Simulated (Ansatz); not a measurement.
I need an atomisation energy of CH8SeSi2, SMILES [SiH3][SiH2]C[SeH]. Use the Ansatz DFT code, driven from Python. Level of theory (for the species named): r2scan0, 6-31G* basis, multiplicity 1.

Contents of `ch8sesi2.xyz`:
```text
12

Si   -1.01180    1.46550   -0.55120
Si   -0.02450    0.16310    0.88690
C     1.23140   -0.85960   -0.01360
Se    0.47560   -2.06110   -1.25860
H    -0.06950    2.38090   -1.22400
H    -2.05500    2.34100    0.14900
H    -1.70520    0.69770   -1.58210
H    -0.96330   -0.70180    1.52650
H     0.64510    1.00460    1.95360
H     1.84330   -1.44890    0.76590
H     1.94380   -0.18850   -0.52910
H    -0.23300   -2.84820   -0.08930
```

Script `tae.py`:
```python
from collections import Counter

import ansatz as az


def energy(molecule, charge=0, unpaired=0):
    calc = molecule.calculation().basis(gaussian='6-31G*').functional('R2SCAN0')
    if charge:
        calc = calc.charge(charge)
    if unpaired:
        calc = calc.spin('collinear', total=unpaired)
    return calc.run(threads=1, pin='off').report['free_energy_ev']

ch8sesi2 = az.Crystal.molecule_from_extxyz('ch8sesi2.xyz')

unpaired = {'Si': 2, 'C': 2, 'Se': 2, 'H': 1}
counts = Counter(site.symbol for site in ch8sesi2.cartesian_sites)
atom_energy = {s: energy(az.Crystal.molecule().atom(s, (0, 0, 0)), 0, unpaired[s]) for s in counts}
whole = energy(ch8sesi2, 0, 0)
for s, e in atom_energy.items():
    print(f'{s:2s} x{counts[s]}  {e:14.5f} eV')
print(f'CH8SeSi2: {whole:.5f} eV')
split = sum(counts[s] * e for s, e in atom_energy.items()) - whole
print(f'atomisation energy (no zero-point term): {23.060548 * split:.1f} kcal/mol, {split / sum(counts.values()):.3f} eV an atom')
```

Output of `python tae.py`:
```text
Si x2     -7872.81705 eV
C  x1     -1029.18038 eV
Se x1    -65339.30596 eV
H  x8       -13.55743 eV
CH8SeSi2: -82259.36964 eV
atomisation energy (no zero-point term): 848.4 kcal/mol, 3.066 eV an atom
```

848.4 kcal/mol from the electronic energies, without the zero-point term.

Caveats:
- Total energies depend on the basis set; only differences at equal settings carry meaning.
- The geometry is a force-field or estimated start, not a minimum of this method, and the basis set is short of its limit. All parts are taken at fixed geometry, without zero-point energy.
- The spin-orbit lowering of heavy atoms is left out.
- Finished in 10 s on 1 thread of Arm Neoverse V2, with other jobs on the host, peak memory 0.32 GiB.

(Lines on the test bed's own set-up are left out of the output.)
